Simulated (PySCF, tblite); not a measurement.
# 1,1,1-trifluoro-2,2,2-trichloroethane (C2Cl3F3): isotopologues and vibrational averages

How do isotopes change the rotational constants and shieldings of 1,1,1-trifluoro-2,2,2-trichloroethane (C2Cl3F3) (`FC(F)(F)C(Cl)(Cl)Cl`)?

Programs: PySCF 2.14.0 with density-fitted response routines of our own, and tblite 0.8.0. All values are computed, except where a source is named. Atoms count from 0 throughout.

## 1. The molecule as given

8 atoms, charge 0, multiplicity 1; geometry from: force field or distance geometry start.

Bonds of the start (Å): C1–C4 1.54, C1–F2 1.40, C1–F3 1.37, C4–Cl5 1.75, C4–Cl6 1.76, C4–Cl7 1.81, F0–C1 1.30.

## 2. GFN2-xTB relaxation, lowest of a short conformer search

What the job is given:

```
{"job": {"xc": "GFN2-xTB", "basis": "xTB", "kind": "relax"}, "charge": 0, "multiplicity": 1}
F     -1.182000     0.850900    -1.140500
C     -0.803200    -0.035400    -0.267800
F     -1.581100    -0.006300     0.900000
F     -0.872600    -1.301500    -0.773200
C      0.662300     0.129200     0.192700
Cl     1.005800     1.696300     0.881500
Cl     1.002300    -1.196300     1.297800
Cl     1.804600    -0.099300    -1.188600
```

Command:

```sh
$ OMP_NUM_THREADS=1 python ens_run.py task.json out
```

The driver reads the study from task.json and runs its stages one after another.

What it wrote:

```text
step      E/eV     max force
  0    -873.65628    2.265
  1    -873.79056    1.203
  2    -873.86083    0.882
  3    -873.88038    0.464
  4    -873.89448    0.242
  5    -873.89895    0.267
  6    -873.90798    0.227
  7    -873.91277    0.205
  8    -873.91785    0.203
  9    -873.92108    0.150
 10    -873.92289    0.103
 11    -873.92373    0.093
 12    -873.92458    0.092
 13    -873.92557    0.093
 14    -873.92635    0.072
 15    -873.92664    0.039
 16    -873.92672    0.019
 17    -873.92675    0.019
 18    -873.92678    0.018
 19    -873.92680    0.012
 20    -873.92681    0.006
 21    -873.92681    0.005
 22    -873.92681    0.007
 23    -873.92682    0.012
 24    -873.92683    0.014
 25    -873.92684    0.011
 26    -873.92685    0.013
 27    -873.92687    0.013
 28    -873.92689    0.016
 29    -873.92690    0.013
 30    -873.92691    0.008
 31    -873.92692    0.010
 32    -873.92693    0.013
 33    -873.92694    0.012
 34    -873.92694    0.005
 35    -873.92694    0.001
```

Run time: 0.31 s. Hardware: 1 thread of AMD EPYC 7B13, shared host.

Gain 0.271 eV; displacement 0.09 Å root mean square.

## 3. Tight optimisation and Hessian

What the job is given:

```
{"job": {"xc": "B3LYP", "basis": "pcSseg-1", "grid": 2, "temperatures": [200, 700], "kind": "geom"}, "charge": 0, "multiplicity": 1}
F     -1.109288     0.846769    -1.124582
C     -0.759378    -0.078365    -0.234244
F     -1.582031     0.035778     0.805569
F     -0.977162    -1.268801    -0.787806
C      0.713315     0.081752     0.193714
Cl     0.917348     1.684955     0.917366
Cl     1.096480    -1.181815     1.373546
Cl     1.736947    -0.082625    -1.241823
```

What it wrote:

```text
step   0  E = -47790.8688898 eV  max force = 0.80239
step   1  E = -47790.8994708 eV  max force = 0.24449
step   2  E = -47790.9010045 eV  max force = 0.02984
step   3  E = -47790.9010427 eV  max force = 0.00464
step   4  E = -47790.9010619 eV  max force = 0.00733
step   5  E = -47790.9010645 eV  max force = 0.00172
step   6  E = -47790.9010647 eV  max force = 0.00088
step   7  E = -47790.9010647 eV  max force = 0.00088
step   8  E = -47790.9010647 eV  max force = 0.00084
harmonic wavenumbers (cm-1): 76.9 177.9 178.9 258.2 264.3 264.9 358.7 358.9 422.0 549.0 549.4 706.7 817.1 817.4 905.8 1220.8 1221.5 1235.2
```

Wall time 12 min (1 thread of AMD EPYC 7B13, shared host); peak memory 0.68 GiB.

## 4. Displacements along the modes, parent

What the job is given:

```
{"job": {"xc": "B3LYP", "basis": "pcSseg-1", "grid": 2, "temperatures": [200, 700], "kind": "vib", "mass_numbers": [19, 12, 19, 19, 12, 35, 35, 35]}, "charge": 0, "multiplicity": 1}
F     -1.110763     0.858388    -1.131589
C     -0.781258    -0.080622    -0.240553
F     -1.588123     0.035024     0.817765
F     -0.975972    -1.280474    -0.794885
C      0.712465     0.081721     0.193473
Cl     0.924387     1.701223     0.924166
Cl     1.104326    -1.192182     1.387229
Cl     1.751168    -0.085428    -1.253865
```

What it wrote:

```text
mode    cm-1    km/mol   phi_rrr   E(+)/cm-1  E(-)/cm-1
  1     76.86     0.00      -4.5      14.44      14.19
  2    177.95     0.99      11.2      32.47      31.65
  3    178.89     0.97      -0.7      32.16      32.30
  4    258.21     0.01      -9.9      46.13      46.84
  5    264.29     0.36     -12.9      47.13      48.04
  6    264.88     0.35       5.4      47.87      47.51
  7    358.67     0.77      14.1      65.08      64.06
  8    358.88     0.76       8.5      64.91      64.30
  9    422.03     0.19      43.6      77.55      74.41
 10    549.03     9.29      20.6      99.60      98.12
 11    549.44     9.29      -8.5      98.62      99.24
 12    706.67    38.83     -39.7     125.78     128.64
 13    817.08   170.53      98.7     150.75     143.66
 14    817.41   170.63      49.8     149.03     145.48
 15    905.77    36.83     117.5     167.31     158.84
 16   1220.83   204.46    -214.5     212.48     227.90
 17   1221.48   204.34      95.2     223.73     216.86
 18   1235.19   231.69     145.6     227.67     217.20
```

It took 12 min on 1 thread of AMD EPYC 7B13, shared host; peak memory 0.73 GiB.

## 5. Displacements along the modes, 13C at atom 4

What the job is given:

```
{"job": {"xc": "B3LYP", "basis": "pcSseg-1", "grid": 2, "temperatures": [200, 700], "kind": "vib", "mass_numbers": [19, 12, 19, 19, 13, 35, 35, 35]}, "charge": 0, "multiplicity": 1}
F     -1.110763     0.858388    -1.131589
C     -0.781258    -0.080622    -0.240553
F     -1.588123     0.035024     0.817765
F     -0.975972    -1.280474    -0.794885
C      0.712465     0.081721     0.193473
Cl     0.924387     1.701223     0.924166
Cl     1.104326    -1.192182     1.387229
Cl     1.751168    -0.085428    -1.253865
```

What it wrote:

```text
mode    cm-1    km/mol   phi_rrr   E(+)/cm-1  E(-)/cm-1
  1     76.86     0.00       4.5      14.19      14.44
  2    177.85     1.01      11.2      32.46      31.63
  3    178.80     0.98      -0.7      32.14      32.28
  4    258.11     0.01      -9.8      46.11      46.81
  5    263.94     0.38     -12.9      47.06      47.98
  6    264.53     0.37       5.4      47.81      47.44
  7    358.62     0.75     -14.1      64.05      65.07
  8    358.83     0.74       8.4      64.90      64.29
  9    421.69     0.21      43.2      77.48      74.37
 10    548.51    10.03     -20.2      98.04      99.49
 11    548.93    10.03      -8.3      98.54      99.14
 12    701.02    40.06      36.0     127.48     124.89
 13    789.55   156.28      92.7     145.57     138.91
 14    789.86   156.39      47.4     143.98     140.60
 15    885.00    26.15     119.2     163.64     155.05
 16   1220.72   206.73    -214.6     212.45     227.89
 17   1221.36   206.69     104.7     224.05     216.51
 18   1229.00   240.84     128.1     225.90     216.68
```

Run time: 12 min. Hardware: 1 thread of AMD EPYC 7B13, shared host; peak memory 0.72 GiB.

## 6. Vibrational averages by isotopologue

What the job is given:

```
{"job": {"xc": "B3LYP", "basis": "pcSseg-1", "grid": 2, "temperatures": [200, 700], "kind": "iso"}, "charge": 0, "multiplicity": 1}
F     -1.110763     0.858388    -1.131589
C     -0.781258    -0.080622    -0.240553
F     -1.588123     0.035024     0.817765
F     -0.975972    -1.280474    -0.794885
C      0.712465     0.081721     0.193473
Cl     0.924387     1.701223     0.924166
Cl     1.104326    -1.192182     1.387229
Cl     1.751168    -0.085428    -1.253865
```

What it wrote:

```text
parent
  Be/MHz 1293.19 1088.962 1088.917
  B0/MHz 1287.099 1081.988 1081.966
  ZPE/cm-1 5191.8
  <sigma>(0 K)/ppm 247.838 45.258 247.826 247.833 48.375 425.197 425.273 425.318
13C at atom 4
  Be/MHz 1293.19 1088.588 1088.544
  B0/MHz 1287.204 1081.719 1081.695
  ZPE/cm-1 5146.6
  <sigma>(0 K)/ppm 247.856 45.263 247.844 247.851 48.415 425.609 425.682 425.729
```

Run time: 36 min. Hardware: 1 thread of AMD EPYC 7B13, shared host; peak memory 0.73 GiB. This counts the whole study up to here.

Rotational constants (MHz) at equilibrium and in the ground state:

| isotopologue | Be | B0 | zero-point change (cm⁻¹) |
| --- | --- | --- | --- |
| parent | 1293.2, 1089.0, 1088.9 | 1287.1, 1082.0, 1082.0 | 0.0 |
| 13C at atom 4 | 1293.2, 1088.6, 1088.5 | 1287.2, 1081.7, 1081.7 | -45.2 |

Shieldings of the first species (ppm): at equilibrium, the vibrational parts at 0 K, and the averages:

```csv
atom,equilibrium,anharmonic,harmonic,0 K,200 K,700 K
F0,257.31,-2.39,-7.09,247.84,246.90,239.91
C1,47.33,-1.17,-0.90,45.26,45.14,43.90
F2,257.30,-2.40,-7.08,247.83,246.85,239.77
F3,257.22,-2.31,-7.07,247.83,246.98,240.33
C4,50.86,-1.94,-0.55,48.38,47.82,44.21
Cl5,448.37,-8.09,-15.08,425.20,421.07,391.26
Cl6,448.36,-7.98,-15.11,425.27,421.13,391.33
Cl7,448.31,-7.89,-15.10,425.32,421.31,392.01
```

Isotope effects on the shieldings at 0 K (ppb; positive means more shielded):

| atom | 13C at atom 4 |
| --- | --- |
| F0 | 18 |
| C1 | 5 |
| F2 | 18 |
| F3 | 18 |
| C4 | 40 |
| Cl5 | 412 |
| Cl6 | 409 |
| Cl7 | 411 |

## 7. Outcome

| quantity | value |
| --- | --- |
| point group | C3v |
| B0 of the first species | 1287.1, 1082.0, 1082.0 MHz |
| zero-point energy | 5192 cm⁻¹ |
| zero-point change of σ(Cl5) | -23.17 ppm |

What this shows: Zero-point motion changes the shielding of Cl5 most, by -23.17 ppm. The largest secondary isotope effect is 412 ppb on Cl5, 1 bond from the change (13C at atom 4). The job flags a low mode; perturbation theory is less sure for low modes.
